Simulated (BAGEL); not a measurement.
# AlSiH3F2 (SMILES [F][Al]([F])[SiH3]): HF/3-21G (density fitting with qzvpp-jkfit)

Aim: the vertical singlet–triplet gap of AlSiH3F2 at HF/3-21G (density fitting with qzvpp-jkfit), from 2 runs. 

Program for the calculation: BAGEL 1.2.2.

6 further runs of the same task are left out: 5 that didn't finish, 1 set aside as unsound or not needed.

**1. Starting point**

The species is AlSiH3F2 (7 atoms), meant as a singlet with charge 0. As SMILES, `[F][Al]([F])[SiH3]`. Geometry: relaxed at PBE0-D4/def2-TZVP.

Bond lengths: F1–Al2 1.643 Å, Al2–F3 1.644 Å, Al2–Si4 2.431 Å, Si4–H5 1.488 Å, Si4–H6 1.486 Å, Si4–H7 1.488 Å. Angles: F1–Al2–F3 117.0°, F1–Al2–Si4 122.2°, F3–Al2–Si4 120.8°, Al2–Si4–H5 109.6°, Al2–Si4–H6 111.0°, Al2–Si4–H7 109.7°, H5–Si4–H6 109.1°, H5–Si4–H7 108.4°, H6–Si4–H7 109.1°.

**2. A single-point energy at HF/3-21G (density fitting with qzvpp-jkfit)**

The input, input.json:

```json
{ "bagel" : [

{
  "title" : "molecule",
  "basis" : "3-21g",
  "df_basis" : "qzvpp-jkfit",
  "angstrom" : "true",
  "geometry" : [
    { "atom" : "F", "xyz" : [       1.132200,      -0.635500,       2.299300 ] },
    { "atom" : "Al", "xyz" : [       0.637500,      -0.942400,       0.762600 ] },
    { "atom" : "F", "xyz" : [       0.934400,      -2.446300,       0.169800 ] },
    { "atom" : "Si", "xyz" : [      -0.483600,       0.731300,      -0.597700 ] },
    { "atom" : "H", "xyz" : [       0.313100,       0.992200,      -1.826700 ] },
    { "atom" : "H", "xyz" : [      -0.649000,       2.003300,       0.152200 ] },
    { "atom" : "H", "xyz" : [      -1.823500,       0.229400,      -1.005000 ] }
  ]
},

{
  "title" : "hf"
},

{
  "title" : "print",
  "file" : "orbitals.molden",
  "orbitals" : "true"
}

]}
```

On the command line:

```bash
$ BAGEL_NUM_THREADS=1 BAGEL input.json > input.out
```

Log:

```text
* using 1 threads per process

  ===============================================================
  ===============================================================

  *** Geometry ***

  { "atom" : "F", "xyz" : [      2.139548,     -1.200921,      4.345047 ] },
  { "atom" : "Al", "xyz" : [      1.204700,     -1.780878,      1.441105 ] },
  { "atom" : "F", "xyz" : [      1.765760,     -4.622837,      0.320875 ] },
  { "atom" : "Si", "xyz" : [     -0.913872,      1.381957,     -1.129489 ] },
  { "atom" : "H", "xyz" : [      0.591673,      1.874986,     -3.451963 ] },
  { "atom" : "H", "xyz" : [     -1.226432,      3.785688,      0.287616 ] },
  { "atom" : "H", "xyz" : [     -3.445916,      0.433503,     -1.899175 ] },

  Number of auxiliary basis functions:      464

  Since a DF basis is specified, we compute 2- and 3-index integrals:
    o Being stored without compression. Storage requirement is 0.009 GB

  Number of basis functions:       50
  Number of electrons      :       48

    * METHOD: MOLECULE                             0.16

  *** RHF ***

  === Nuclear Repulsion ===
   196.2294800119

      * DIIS with orbital gradients will be used.

  === RHF iteration (3-21g) ===
      0       -727.46498847          0.03148825           0.03
      1       -727.61916869          0.01922480           0.03
      2       -727.68214449          0.00138400           0.03
      3       -727.68322901          0.00023323           0.03
      4       -727.68326528          0.00006897           0.03
      5       -727.68326887          0.00001494           0.03
      6       -727.68326903          0.00000321           0.03
      7       -727.68326903          0.00000112           0.03
      8       -727.68326904          0.00000035           0.03
      9       -727.68326904          0.00000006           0.03
     10       -727.68326904          0.00000001           0.03
     11       -727.68326904          0.00000001           0.03
    * SCF iteration converged.

    * Permanent dipole moment:
           (    0.324187,    -0.497725,     0.377955) a.u.

    * METHOD: HF                                   0.48

    * METHOD: PRINT                                0.01

  ===============================================================
```

Run time: 0.79 s. Hardware: 1 thread of Arm Neoverse V1, shared host; peak memory 0.081 GiB.

**3. The triplet at the same level**

Changes to input.json since step 2:

```diff
@@ -6,3 +6,3 @@
   "df_basis" : "qzvpp-jkfit",
-  "angstrom" : "true",
+  "angstrom" : true,
   "geometry" : [
@@ -18,11 +18,5 @@
 
-{
-  "title" : "hf"
-},
+{ "title" : "uhf", "charge" : 0, "nopen" : 2 },
 
-{
-  "title" : "print",
-  "file" : "orbitals.molden",
-  "orbitals" : "true"
-}
+{ "title" : "print", "file" : "orbitals.molden", "orbitals" : true }
```

On the command line:

```bash
$ BAGEL_NUM_THREADS=1 BAGEL input.json > input.out
```

Log:

```text
* using 1 threads per process

  ===============================================================
  ===============================================================

  *** Geometry ***

  { "atom" : "F", "xyz" : [      2.139548,     -1.200921,      4.345047 ] },
  { "atom" : "Al", "xyz" : [      1.204700,     -1.780878,      1.441105 ] },
  { "atom" : "F", "xyz" : [      1.765760,     -4.622837,      0.320875 ] },
  { "atom" : "Si", "xyz" : [     -0.913872,      1.381957,     -1.129489 ] },
  { "atom" : "H", "xyz" : [      0.591673,      1.874986,     -3.451963 ] },
  { "atom" : "H", "xyz" : [     -1.226432,      3.785688,      0.287616 ] },
  { "atom" : "H", "xyz" : [     -3.445916,      0.433503,     -1.899175 ] },

  Number of auxiliary basis functions:      464

  Since a DF basis is specified, we compute 2- and 3-index integrals:
    o Being stored without compression. Storage requirement is 0.009 GB

  Number of basis functions:       50
  Number of electrons      :       48

    * METHOD: MOLECULE                             0.16

  *** Open-shell HF ***

  === Nuclear Repulsion ===
   196.2294800119

      * DIIS with orbital gradients will be used.

  === UHF iteration (3-21g) ===
      0       -727.19425097          0.06071654           0.07
      1       -727.34757679          0.04306968           0.06
      2       -727.40259965          0.02642543           0.06
      3       -727.43417935          0.00144123           0.06
      4       -727.43537643          0.00061843           0.06
      5       -727.43566055          0.00017801           0.06
      6       -727.43570530          0.00006818           0.07
      7       -727.43571763          0.00004592           0.06
      8       -727.43572381          0.00004962           0.06
      9       -727.43571977          0.00004453           0.06
[... 45 lines of this table left out ...]
     55       -727.43571526          0.00000002           0.06
     56       -727.43571526          0.00000002           0.06
     57       -727.43571526          0.00000001           0.06
     58       -727.43571526          0.00000001           0.06
    * SCF iteration converged.

    * S^2 (UHF) is 2.0086

    * Permanent dipole moment:
           (    0.771639,    -1.133633,     0.942686) a.u.

    * METHOD: UHF                                  3.91

    * METHOD: PRINT                                0.01

  ===============================================================
```

Run time: 4.2 s. Hardware: 1 thread of Arm Neoverse V1, shared host; peak memory 0.081 GiB.

**4. What came out**

Level: HF/3-21G (density fitting with qzvpp-jkfit).

| quantity | value |
| --- | --- |
| singlet: total energy | -727.68327 Eh |
| singlet: dipole moment | 1.79 D |
| singlet: HOMO energy | -11.37 eV |
| singlet: LUMO energy | 1.49 eV |
| singlet: HOMO–LUMO gap | 12.86 eV |
| triplet: total energy | -727.43572 Eh |
| triplet: dipole moment | 4.23 D |
| triplet: ⟨S²⟩ | 2.009 |
| vertical energy of the triplet above the singlet | 6.736 eV |

What this shows: At this shape the triplet lies 6.74 eV (650 kJ/mol) above the singlet.
